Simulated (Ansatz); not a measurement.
# PIr2, space group Fm-3m: a convergence test of the plane-wave cutoff

Program: the Ansatz DFT code, driven from Python.

At the Python prompt:
```pycon
>>> import csv
>>> import ansatz
>>> config = {
...     "kspacing": 0.32,
...     "filling": "gaussian",
... }
>>> lattice = ansatz.Lattice.of(
...     [0.0, 2.7675, 2.7675],
...     [2.7675, 0.0, 2.7675],
...     [2.7675, 2.7675, 0.0],
... )
>>> sites = [
...     ("P", [0.0, 0.0, 0.0]),
...     ("Ir", [0.25, 0.25, 0.25]),
...     ("Ir", [0.75, 0.75, 0.75]),
... ]
>>> xtal = ansatz.Crystal(lattice=lattice)
>>> for symbol, position in sites:
...     xtal = xtal.atom(symbol, position)
...
>>> [site.symbol for site in xtal.resolved().sites]
['P', 'Ir', 'Ir']
>>> setup = (
...     xtal.calculation()
...     .functional(ansatz.Functional.PBESOL)
...     .kpoints(spacing=config["kspacing"])
...     .occupations(config["filling"], width=100 * ansatz.meV)
...     .stress()
... )
>>> rows = []
>>> for value in [300, 400, 500, 600]:
...     data = setup.basis(value).run(threads=1, backend="cpu").report
...     rows.append((value, data["free_energy_ev"] / len(data["lattice"]["sites"]), data["n_iterations"], sum(data["stress_gpa"][i][i] for i in range(3)) / 3, data["n_pw"]))
...
DeckWarning: basis.ecutwfc = 300 eV is below the records' recommended 420 eV, and the density's cutoff is lower with it unless basis.ecutrho_ratio is high enough to keep the records' density cutoff: compare with a run at a higher cutoff
DeckWarning: basis.ecutwfc = 400 eV is below the records' recommended 420 eV, and the density's cutoff is lower with it unless basis.ecutrho_ratio is high enough to keep the records' density cutoff: compare with a run at a higher cutoff
>>> with open("ecut.csv", "w", newline="") as handle:
...     writer = csv.writer(handle)
...     writer.writerow(["cutoff (eV)", "F/atom (eV)", "iterations", "P (GPa)", "plane waves"])
...     writer.writerows([round(v, 5) if isinstance(v, float) else v for v in row] for row in rows)
...
56
>>> # differences from the last row
>>> for row in rows[:-1]:
...     shift = 1000 * (row[1] - rows[-1][1])
...     print(f"{row[0]}: {shift:+.2f} meV/atom" + ("  (within 1 meV)" if abs(shift) < 1 else ""))
...
300: +136.16 meV/atom
400: +2.36 meV/atom
500: +0.44 meV/atom  (within 1 meV)
```

`ecut.csv`, as written:
```csv
cutoff (eV),F/atom (eV),iterations,P (GPa),plane waves
300,-8113.01126,7,-0.51913,531
400,-8113.14505,7,-0.52903,749
500,-8113.14697,7,-0.56119,1067
600,-8113.14742,7,-0.56765,1411
```

From 500 eV on it stays within 1 meV an atom of the value at 600 eV; the first row (300 eV) is off by 136.2 meV and the last but one by 0.44 meV. The energy falls steadily, as expected when plane waves are added. The pressure moves from -0.52 to -0.57 GPa (the program's stress holds a Pulay correction, so it settles early).

Notes:
- Of the deposited cell: the entry's cell lengths or inner coordinates differ somewhat from later room-temperature determinations.
- Pressure is positive in compression.
- Spin-orbit coupling, which matters for elements this heavy, is left out.
- The structure is a deposited one; some such entries were measured under pressure or heat, so a shift against it needn't be the functional's error alone.
- Warnings are shown shortened and without file and line.
- Shifts are counted from the last row, which is itself no proven limit.
- Hardware and time: 5.7 s on 1 thread of Arm Neoverse V1, with other jobs on the host, peak memory 0.38 GiB.

(Lines on the test bed's own set-up are left out of the output.)
